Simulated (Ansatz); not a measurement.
**H2ISSi+ (SMILES [SH+]=[SiH]I): single points off equilibrium**

One table from this session's results is given with a row withheld; the runs are named, their logs left out.

Method: single points in def2-TZVPP; program: Ansatz 0.2.0, Gaussian basis.

Correlated methods freeze the cores. Filled d shells of the heavier atoms are correlated. Core potentials replace the inner electrons past krypton, and spin-orbit coupling is left out.

## The starting structure

SMILES `[SH+]=[SiH]I`, 5 atoms, charge 1, spin multiplicity 1.

Atoms are counted from 1 here; the program's logs count them from 0.

Bond lengths: S1–Si2 2.114 Å, S1–H4 1.407 Å, Si2–I3 2.468 Å, Si2–H5 1.461 Å. Angles: Si2–S1–H4 101.1°, S1–Si2–I3 123.0°, S1–Si2–H5 118.9°, I3–Si2–H5 118.0°.

Geometry (Å):

```xyz
5
charge 1, multiplicity 1
S    -1.52770    0.44190   -0.54810
Si    0.33490    0.28780    0.43980
I     1.97700   -1.48670   -0.05450
H    -1.44450   -0.63190   -1.45330
H     0.63970    1.22150    1.52200
```

The first run:

Contents of run/in.yaml:

```yaml
crystal:
  periodic: [false, false, false]
  atoms:
    - {symbol: S, position_ang: [-1.527700, 0.441900, -0.548100]}
    - {symbol: Si, position_ang: [0.334900, 0.287800, 0.439800]}
    - {symbol: I, position_ang: [1.977000, -1.486700, -0.054500]}
    - {symbol: H, position_ang: [-1.444500, -0.631900, -1.453300]}
    - {symbol: H, position_ang: [0.639700, 1.221500, 1.522000]}
basis:
  gaussian: {orbitals: def2-TZVPP}
total_charge: 1
correlation: {method: ccsd_t}
output: {forces: true}
```

The run is started by

```console
ansatz run in.yaml --threads 4 --pin off --events-out ev --progress --plain --max-ram 5222MiB
```

Steps of the session up to this table: CCSD(T)/def2-TZVPP; PBE0-D4/def2-TZVPP; wB97M-V/def2-TZVPP; r2SCAN-D4/def2-TZVPP; PBE-D4/def2-TZVPP; CAM-B3LYP-D4/def2-TZVPP; B97M-V/def2-TZVPP.

One of the session's tables, all rows but one given; the rest of the session is left out.

```
      method  RMS force component (eV/Å)  angle to CCSD(T) forces (°)
     CCSD(T)                       0.857                    reference
     PBE0-D4                       0.884                          4.8
     wB97M-V                           ?                            ?
   r2SCAN-D4                       0.841                          3.7
      PBE-D4                       0.763                         10.6
CAM-B3LYP-D4                       0.878                          5.7
      B97M-V                       0.857                          2.9
```

Q: Estimate the row for wB97M-V from the others.

**Answer.** RMS force component (eV/Å): 0.893; angle to CCSD(T) forces (°): 4.9. In the column «RMS force component (eV/Å)» it is the highest.
